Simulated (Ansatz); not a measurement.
**CHCl2I (SMILES ClC(Cl)I): single points off equilibrium**

An exercise on one series of results from a longer session: the logs are not shown, and one member is left open.

The runs use Ansatz 0.2.0, Gaussian basis; single points in def2-TZVPP.

Cores are frozen in the correlated methods. Filled d shells of the heavier atoms are correlated. Core potentials replace the inner electrons past krypton, and spin-orbit coupling is left out.

## The starting structure

5 atoms, charge 0, spin multiplicity 1.

Atoms are counted from 1 here; the program's logs count them from 0.

Bond lengths: Cl1–C2 1.760 Å, C2–Cl3 1.784 Å, C2–I4 2.176 Å, C2–H5 1.090 Å. Angles: Cl1–C2–Cl3 110.5°, Cl1–C2–I4 111.0°, Cl1–C2–H5 109.5°, Cl3–C2–I4 110.4°, Cl3–C2–H5 108.1°, I4–C2–H5 107.3°.

Geometry (Å):

```mol
CHCl2I
  3D, bonds by distance, orders not assigned

  5  4  0  0  0  0  0  0  0  0999 V2000
   -0.4914   -0.0141    1.6885 Cl  0  0
    0.1247    0.0806    0.0426 C   0  0
    1.1838   -1.3120   -0.3086 Cl  0  0
   -1.5065    0.1723   -1.3949 I   0  0
    0.7128    0.9913   -0.0746 H   0  0
  1  2  8  0
  2  3  8  0
  2  4  8  0
  2  5  8  0
M  END
```

Set-up of the first run:

The input, run/in.yaml:

```yaml
crystal:
  periodic: [false, false, false]
  atoms:
    - {symbol: Cl, position_ang: [-0.491400, -0.014100, 1.688500]}
    - {symbol: C, position_ang: [0.124700, 0.080600, 0.042600]}
    - {symbol: Cl, position_ang: [1.183800, -1.312000, -0.308600]}
    - {symbol: I, position_ang: [-1.506500, 0.172300, -1.394900]}
    - {symbol: H, position_ang: [0.712800, 0.991300, -0.074600]}
basis:
  gaussian: {orbitals: def2-TZVPP}
correlation: {method: ccsd_t}
```

Command:

```
$ ansatz run in.yaml --threads 8 --pin off --events-out ev --progress --plain --max-ram 10444MiB
```

Among the steps run: CCSD(T)/def2-TZVPP; PBE0-D4/def2-TZVPP; wB97M-V/def2-TZVPP; r2SCAN-D4/def2-TZVPP; PBE-D4/def2-TZVPP; BHLYP-D4/def2-TZVPP; r2SCAN0-D4/def2-TZVPP.

One table of the session follows, with a row left open; its other results are not shown here.

| method | RMS force component (eV/Å) | dipole (D) |
| --- | --- | --- |
| PBE0-D4 | 0.261 | 0.98 |
| wB97M-V | ? | ? |
| r2SCAN-D4 | 0.156 | 0.98 |
| PBE-D4 | 0.140 | 0.91 |
| BHLYP-D4 | 0.296 | 1.05 |
| r2SCAN0-D4 | 0.288 | 1.02 |

Estimate the missing values for wB97M-V.

As computed: RMS force component (eV/Å): 0.255; dipole (D): 0.99. In the column «RMS force component (eV/Å)» it lies between r2SCAN-D4 (0.156) and PBE0-D4 (0.261).
